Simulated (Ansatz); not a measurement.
# CH₃ClFNOW: up Jacob's ladder to CCSD(T)

An exercise on one series of results from a longer session: the logs are not shown, and one member is left open.

Program: Ansatz 0.2.0, Gaussian basis. Level of theory: functionals in def2-TZVPP, the program's frozen cores in correlated methods. These are calculated values, not measurements.

Plan: LDA (SPW92), PBE-D4, revPBE-D4, BLYP-D4, r2SCAN-D4, B97M-V, PBE0-D4, B3LYP-D4, r2SCANh-D4, r2SCAN0-D4, HSE06-D4, BHLYP-D4, CAM-B3LYP-D4, LC-ωPBE, ωB97X-V, ωB97M-V, B2PLYP, PBE-QIDH; CCSD(T)/def2-SVP; CCSD(T)/def2-TZVPP; MP2/def2-QZVPP; extrapolation to the limit; RPA on PBE.

### Structure used throughout

All runs share one geometry, relaxed beforehand with PBE0-D4 in a triple-zeta def2 set. W takes the def2 core potential; no spin-orbit term is included.

SMILES `C[N]=[W](=[O])([F])[Cl]`, 9 atoms, charge 0, spin multiplicity 1.

Atoms are counted from 1 here; the program's logs count them from 0.

Bond lengths: C1–N2 1.418 Å, C1–H7 1.094 Å, C1–H8 1.095 Å, C1–H9 1.094 Å, N2–W3 1.735 Å, W3–O4 1.698 Å, W3–F5 1.866 Å, W3–Cl6 2.274 Å. Angles: N2–C1–H7 109.7°, N2–C1–H8 111.4°, N2–C1–H9 110.0°, H7–C1–H8 108.7°, H7–C1–H9 107.9°, H8–C1–H9 109.0°, C1–N2–W3 155.1°, N2–W3–O4 107.0°, N2–W3–F5 107.9°, N2–W3–Cl6 107.1°, O4–W3–F5 110.1°, O4–W3–Cl6 109.3°, F5–W3–Cl6 115.1°.

Set-up of the first run:

File in.yaml:

```yaml
crystal:
  periodic: [false, false, false]
  atoms:
    - {symbol: C, position_ang: [-0.003028, -1.183854, 1.063812]}
    - {symbol: N, position_ang: [0.146861, 0.046507, 0.375196]}
    - {symbol: W, position_ang: [0.085386, 1.093614, -1.006935]}
    - {symbol: O, position_ang: [-0.408514, 0.145971, -2.326801]}
    - {symbol: F, position_ang: [1.805145, 1.756750, -1.299529]}
    - {symbol: Cl, position_ang: [-1.497355, 2.670179, -0.579531]}
    - {symbol: H, position_ang: [-0.749658, -1.075166, 1.856645]}
    - {symbol: H, position_ang: [-0.323128, -1.983429, 0.387090]}
    - {symbol: H, position_ang: [0.944291, -1.470572, 1.530043]}
basis:
  gaussian: {orbitals: def2-TZVPP}
hamiltonian: {xc: lda}
output: {orbitals: {seedname: orbitals}}
```

On the command line:

```bash
ansatz run in.yaml --threads 2 --pin off --events-out ev --progress --plain --max-ram 22528MiB --backend cpu
```

Among the steps run: LDA; PBE-D4 (GGA); revPBE-D4 (GGA); BLYP-D4 (GGA); r2SCAN-D4 (meta-GGA); B97M-V (meta-GGA); PBE0-D4 (hybrid); B3LYP-D4 (hybrid); r2SCANh-D4 (hybrid); r2SCAN0-D4 (hybrid); HSE06-D4 (hybrid); BHLYP-D4 (hybrid); CAM-B3LYP-D4 (range-separated); LC-ωPBE (range-separated); ωB97X-V (range-separated); ωB97M-V (range-separated); B2PLYP (double hybrid); PBE-QIDH (double hybrid).

One of the session's tables, all rows but one given; the rest of the session is left out.

It belongs to the step «Orbital energies across the functionals». 

| functional | HOMO (eV) | LUMO (eV) | gap (eV) |
| --- | --- | --- | --- |
| LDA (SPW92) | -6.91 | -3.13 | 3.78 |
| PBE-D4 | -6.73 | -2.86 | 3.86 |
| revPBE-D4 | ? | ? | ? |
| BLYP-D4 | -6.61 | -2.78 | 3.83 |
| r2SCAN-D4 | -7.02 | -2.79 | 4.23 |
| B97M-V | -7.09 | -2.78 | 4.31 |
| PBE0-D4 | -8.10 | -2.13 | 5.97 |
| B3LYP-D4 | -7.87 | -2.36 | 5.51 |
| r2SCANh-D4 | -7.53 | -2.51 | 5.02 |
| r2SCAN0-D4 | -8.30 | -2.08 | 6.22 |
| HSE06-D4 | -7.70 | -2.50 | 5.20 |
| BHLYP-D4 | -9.37 | -1.27 | 8.11 |
| CAM-B3LYP-D4 | -9.45 | -1.10 | 8.36 |
| LC-ωPBE | -10.74 | 0.07 | 10.81 |
| ωB97X-V | -10.41 | -0.01 | 10.40 |
| ωB97M-V | -10.32 | -0.06 | 10.26 |

Estimate the missing values for revPBE-D4.

**Answer.** HOMO (eV): -6.66; LUMO (eV): -2.76; gap (eV): 3.90. In the column «HOMO (eV)» it lies between PBE-D4 (-6.73) and BLYP-D4 (-6.61).
